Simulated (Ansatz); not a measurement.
BaRhO₃, space group Pm-3m, a scan of the energy under strain

Program: the Python package of Ansatz (0.2.0).

The cells in order, each with its output:

**Cell 1**
```python
import ansatz as az
import numpy as np
from tabulate import tabulate
```

**Cell 2**
```python
vectors0 = np.array([
    [4.094455, 0.0, 0.0],
    [0.0, 4.094455, 0.0],
    [0.0, 0.0, 4.094455],
])
sites = [
    ('Ba', (0.0, 0.0, 0.0)),
    ('Rh', (0.5, 0.5, 0.5)),
    ('O', (0.5, 0.0, 0.5)),
    ('O', (0.0, 0.5, 0.5)),
    ('O', (0.5, 0.5, 0.0)),
]
```

**Cell 3**
```python
def on_lattice(cell):
    crystal = az.Crystal(lattice=az.Lattice.of(cell))
    for symbol, position in sites:
        crystal = crystal.atom(symbol, position)
    return crystal

values = np.linspace(-0.03, 0.03, 7)
energies = []
for d in values:
    strain = np.diag([0, 0, d])
    cell = vectors0 @ (np.eye(3) + strain)
    base = on_lattice(cell).calculation()
    base = base.mixing('msr1', ndim=8, beta=0.2)
    base = base.scf(self_checks='high')
    base = base.occupations('fermi_dirac', width=0.1).basis(31 * az.Ry, density_ratio=4)
    base = base.functional('LDA').kpoints(9, 9, 9)
    data = base.run().report
    energies.append(data['free_energy_ev'] / len(sites))
    print(f'd = {d:+.4f}  F = {energies[-1]:.5f} eV/atom')
energies = np.array(energies)

print(tabulate(zip(values, 1000 * (energies - energies.min())), headers=['strain', 'dE (meV/atom)'], floatfmt='.3f'))
curvature = 2 * np.polyfit(values, energies, 3)[1]
volume = abs(np.linalg.det(vectors0)) / len(sites)
print(f'd2E/dd2 over the volume: {curvature / volume * 160.21766:.1f} GPa')
```
Output:
```text
d = -0.0300  F = -2744.94445 eV/atom
d = -0.0200  F = -2744.93441 eV/atom
d = -0.0100  F = -2744.92287 eV/atom
d = +0.0000  F = -2744.91005 eV/atom
d = +0.0100  F = -2744.89619 eV/atom
d = +0.0200  F = -2744.88137 eV/atom
d = +0.0300  F = -2744.86580 eV/atom
  strain    dE (meV/atom)
--------  ---------------
  -0.030            0.000
  -0.020           10.036
  -0.010           21.580
   0.000           34.400
   0.010           48.262
   0.020           63.082
   0.030           78.648
d2E/dd2 over the volume: 128.1 GPa
```

Against the unstrained cell the energy per atom changes by -34.40 meV at one end of the scan and +44.25 meV at the other, and its second derivative over the volume is 128.1 GPa. The lowest row is an end of the scan, as the cell stands under stress.

These settings explore the input space; cutoff and mesh may be short of convergence. The cell holds an odd number of electrons and is run without spin, so a magnetic state may lie lower. The curvature belongs to this strain pattern and to the cell's stress; it equals a single elastic constant only for simple patterns. In a metal a curvature from energy changes of a few meV or less hangs on mesh and smearing, in size and even in sign. This cell is a computed structure, which may not be the phase found in nature. The ions keep their fractional positions (clamped ions). Timing: 63 s on 1 thread of Intel(R) Xeon(R) Platinum 8175M CPU @ 2.50GHz (Skylake/Cascade Lake), with other jobs on the host, peak memory 0.5 GiB.
